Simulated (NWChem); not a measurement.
**One shape, several levels: ZrI2F2 (SMILES [F][Zr]([F])([I])[I])**

We compute a comparison of 3 runs (HF/STO-3G, HF/3-21G, r2SCAN/3-21G) of ZrI2F2. 

The calculation is run with NWChem 7.3.0.

### Step 1. The system as given

ZrI2F2 has 5 atoms, charge 0, and is taken as a singlet. As SMILES, `[F][Zr]([F])([I])[I]`. The shape is that of a PBE0-D4/def2-TZVP optimisation.

Bond lengths: F1–Zr2 1.878 Å, Zr2–F3 1.878 Å, Zr2–I4 2.698 Å, Zr2–I5 2.698 Å. Angles: F1–Zr2–F3 108.7°, F1–Zr2–I4 109.5°, F1–Zr2–I5 109.5°, F3–Zr2–I4 109.5°, F3–Zr2–I5 109.5°, I4–Zr2–I5 109.9°.

### Step 2. Energy and forces at HF/STO-3G (run 1)

File mymol.nw:

```
start mymol
memory stack 880 mb heap 220 mb global 1100 mb
geometry units angstroms noautosym nocenter noautoz
   F     0.200400   -0.528100    1.904200
   Zr    0.119200   -0.137900    0.069200
   F     1.351600   -1.229400   -0.834400
   I    -2.368400   -0.633400   -0.849700
   I     0.747100    2.455100   -0.330800
end
basis spherical bse
   * library STO-3G
end
scf
   thresh 1e-08
   maxiter 80
end
task scf gradient
```

Command:

```console
nwchem mymol.nw > mymol.out
```

Output:

```text
[...]
  functions       =    91
[...]
  wavefunction    = RHF
[...]
         Total SCF energy = -17401.117312436974
      One-electron energy = -27318.855177695714
      Two-electron energy =   8264.622969329497
 Nuclear repulsion energy =   1653.114895929241
        Time for solution =     22.5s
[...]
                         RHF ENERGY GRADIENTS
    atom               coordinates                        gradient
                 x          y          z           x          y          z
   1 F       0.378701  -0.997964   3.598416   -0.000071  -0.004540   0.027451
   2 Zr      0.225255  -0.260593   0.130769   -0.012327   0.013901  -0.008632
   3 F       2.554154  -2.323229  -1.576787    0.017813  -0.015457  -0.014978
   4 I      -4.475627  -1.196952  -1.605700   -0.004795   0.000981  -0.002269
   5 I       1.411814   4.639466  -0.625121   -0.000619   0.005116  -0.001571
[...]
```

Wall time 30 s (1 thread of AMD EPYC 9R45 (Zen 5), shared host); peak memory 0.1 GiB.

### Step 3. Energy and gradient at HF/3-21G (run 2)

File f2i2zr.xyz:

```xyz
5

F      0.200400    -0.528100     1.904200
Zr     0.119200    -0.137900     0.069200
F      1.351600    -1.229400    -0.834400
I     -2.368400    -0.633400    -0.849700
I      0.747100     2.455100    -0.330800
```

File f2i2zr.nw:

```
START f2i2zr
memory 2200 mb
charge 0

GEOMETRY units angstroms noautosym nocenter noautoz
   load format xyz f2i2zr.xyz
END

BASIS spherical bse
   F library 3-21G
   Zr library 3-21G
   I library 3-21G
END

SCF
   thresh 1e-08
   maxiter 80
END

TASK scf gradient
```

Command:

```console
nwchem f2i2zr.nw > f2i2zr.out
```

Output:

```text
[...]
  functions       =   116
[...]
  wavefunction    = RHF
[...]
         Total SCF energy = -17494.780688322127
      One-electron energy = -27395.979021419433
      Two-electron energy =   8248.083437168063
 Nuclear repulsion energy =   1653.114895929242
        Time for solution =     26.5s
[...]
                         RHF ENERGY GRADIENTS
    atom               coordinates                        gradient
                 x          y          z           x          y          z
   1 F       0.378701  -0.997964   3.598416    0.000838  -0.003350   0.014910
   2 Zr      0.225255  -0.260593   0.130769   -0.026429   0.029808  -0.018652
   3 F       2.554154  -2.323229  -1.576787    0.010170  -0.009055  -0.007195
   4 I      -4.475627  -1.196952  -1.605700    0.021622   0.005090   0.007784
   5 I       1.411814   4.639466  -0.625121   -0.006200  -0.022494   0.003153
[...]
```

It took 34 s on 1 thread of AMD EPYC 9R45 (Zen 5), shared host; peak memory 0.1 GiB.

### Step 4. Energy and gradient at r2SCAN/3-21G (run 3)

File nw.nw:

```
start nw
title "F2I2Zr"
memory 2200 mb
geometry units angstrom noautosym nocenter noautoz
F     0.200400   -0.528100    1.904200
Zr    0.119200   -0.137900    0.069200
F     1.351600   -1.229400   -0.834400
I    -2.368400   -0.633400   -0.849700
I     0.747100    2.455100   -0.330800
end
basis spherical bse
* library 3-21G
end
dft
xc r2scan
grid fine
convergence energy 1e-08
iterations 100
mulliken
end
task dft gradient
```

Command:

```console
nwchem nw.nw > nw.out
```

Output:

```text
[...]
          Wavefunction type:  closed shell.
          No. of atoms     :     5
          No. of electrons :   164
[...]
          Charge           :     0
          Spin multiplicity:     1
[...]
          AO basis - number of functions:   116
[...]
              XC Information
              --------------
                      r^2SCAN Method XC Functional
               r^2SCAN metaGGA Exchange Functional  1.000
                     r^2SCAN Correlation Potential  1.000
[...]
 d= 0,ls=0.0,diis     1 -17502.2444855353 -1.92D+04  4.33D-02  2.00D+00     2.4
[...]
 d= 0,ls=0.0,diis    12 -17502.6222778917 -8.18D-09  4.02D-07  1.92D-09    20.2
         Total DFT energy =   -17502.622277891660
      One electron energy =   -27403.667341405111
           Coulomb energy =     8733.498566594631
    Exchange-Corr. energy =     -485.568399010420
 Nuclear repulsion energy =     1653.114895929241
[...]
      Total Density - Mulliken Population Analysis
     ---------------------------------------------
    Atom       Charge   Shell Charges
 -----------   ------   -------------------------------------------------------
    1 F    9     9.29   1.98  0.46  2.45  1.54  2.86
    2 Zr  40    39.26   2.00  2.00  6.00  2.00  6.00  2.00  5.95  0.41  0.70 -0.08 -0.06  9.77  1.24  1.33
    3 F    9     9.29   1.98  0.46  2.45  1.54  2.86
    4 I   53    53.08   2.00  2.00  6.00  2.00  5.99  2.00  5.96  1.00  2.72  0.98  2.43 10.00 10.00
    5 I   53    53.08   2.00  2.00  6.00  2.00  5.99  2.00  5.96  1.00  2.72  0.98  2.43 10.00 10.00
[...]
  wavefunction    = closed shell
                         DFT ENERGY GRADIENTS
    atom               coordinates                        gradient
                 x          y          z           x          y          z
   1 F       0.378701  -0.997964   3.598416   -0.000101  -0.000742   0.005022
   2 Zr      0.225255  -0.260593   0.130769   -0.010732   0.012101  -0.007522
   3 F       2.554154  -2.323229  -1.576787    0.003258  -0.002807  -0.002872
   4 I      -4.475627  -1.196952  -1.605700    0.010829   0.002706   0.003858
   5 I       1.411814   4.639466  -0.625121   -0.003254  -0.011258   0.001514
[...]
```

Run time: 28 s. Hardware: 1 thread of AMD EPYC 9R45 (Zen 5), shared host; peak memory 0.13 GiB.

### Step 5. The series

| run | level | iteration cap | module | energy (Eh) | dipole moment (D) | HOMO energy (eV) | LUMO energy (eV) | wall time |
| --- | --- | --- | --- | --- | --- | --- | --- | --- |
| 1 | HF/STO-3G | 80 | scf | -17401.117312 | 1.91 | -7.61 | 4.54 | 30 s |
| 2 | HF/3-21G | 80 | scf | -17494.780688 | 0.44 | -10.49 | -0.24 | 34 s |
| 3 | r2SCAN/3-21G | 100 | dft | -17502.622278 | 0.67 | -7.25 | -3.61 | 28 s |

### Step 6. Summary of results

```
                       quantity            value
            run 3: total energy  -17502.62228 Eh
           run 3: dipole moment           0.67 D
             run 3: HOMO energy         -7.25 eV
             run 3: LUMO energy         -3.61 eV
           run 3: HOMO–LUMO gap          3.63 eV
run 3: largest force on an atom       0.917 eV/Å
```

The dipole moment (its size) runs from 0.44 D (HF/3-21G) to 1.91 D (HF/STO-3G). The HOMO–LUMO gap runs from 3.63 eV (r2SCAN/3-21G) to 12.15 eV (HF/STO-3G). The two ends differ in method and basis. In run 1 the basis is minimal, so the values are rough. In runs 1, 2, 3 relativity is left out where basis or elements ask for it. All runs together took 92 s, the longest 34 s.
